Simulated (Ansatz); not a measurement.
Wanted: the native input for an Ansatz 0.2.0 run.

```yaml
Task: relaxation of cell and atoms
Functional: LDA
Potentials_or_basis: Ansatz PAW
Cutoff: "420 eV (not typed: the program's choice for these potentials)"
k_mesh: 7 × 7 × 5
Occupations: fermi-dirac, width 0.05 eV
Spin: no spin polarisation
```

TaSbSe:

```
CELL_PARAMETERS angstrom
3.62961 0.00000 0.00000
0.00000 3.62961 0.00000
0.00000 0.00000 5.63455
ATOMIC_POSITIONS crystal
Ta 0.00000 0.00000 0.00000
Sb 0.00000 0.00000 0.50000
Se 0.50000 0.50000 0.00000
```

The cell was built by a generator and needn't be a form met in nature.

These files were run (other wordings do the same):

input.yaml

```yaml
crystal:
  lattice:
    - [3.62961, 0.0, 0.0]
    - [0.0, 3.62961, 0.0]
    - [0.0, 0.0, 5.63455]
  atoms:
    - { symbol: Ta, position: [0.0, 0.0, 0.0] }
    - { symbol: Sb, position: [0.0, 0.0, 0.5] }
    - { symbol: Se, position: [0.5, 0.5, 0.0] }
hamiltonian:
  xc: lda
  pseudopotentials: { kind: paw }
kpoints:
  mp_grid: { grid: [7, 7, 5] }
scf:
  occupations: { method: fermi_dirac, width: 0.05 }
output:
  forces: true
  stress: true
  eigenvalues: true
relax:
  f_tol: 0.01
  max_steps: 40
  cell: { stress_tol: 0.05 }
```

Potentials or basis: Ansatz PAW.

Launch:

```bash
$ ansatz run input.yaml --threads 2 --pin off --max-ram 5632MiB --backend cpu --events-out ev --progress --plain --runs-dir out
```

Results of the run:

```yaml
Relaxed_volume: 23.28 Å³/atom
Relaxed_cell: a = 3.552 Å, b = 3.552 Å, c = 5.534 Å, α = 90.00°, β = 90.00°, γ = 90.00°
Space_group_after_relaxing_to_0.05_Å: P4/mmm (No. 123)
Energy_gained_by_relaxing: 28.7 meV/atom
Ionic_steps: 5
Pressure_after_relaxing: 0.0 GPa
Band_gap_on_the_k_mesh: none (metal or under the smearing width)
```

Caveat: the plane-wave basis is chosen anew once the cell has moved, so the energies of steps on either side of that aren't comparable; the PAW data sets come from PBE, with cores solved anew for the run's functional, which leaves a small shift of forces and pressure.

Run time: 8.7 s on 2 threads of Intel(R) Xeon(R) Platinum 8375C CPU @ 2.90GHz (Ice Lake), on a shared host, peak memory 0.47 GiB.
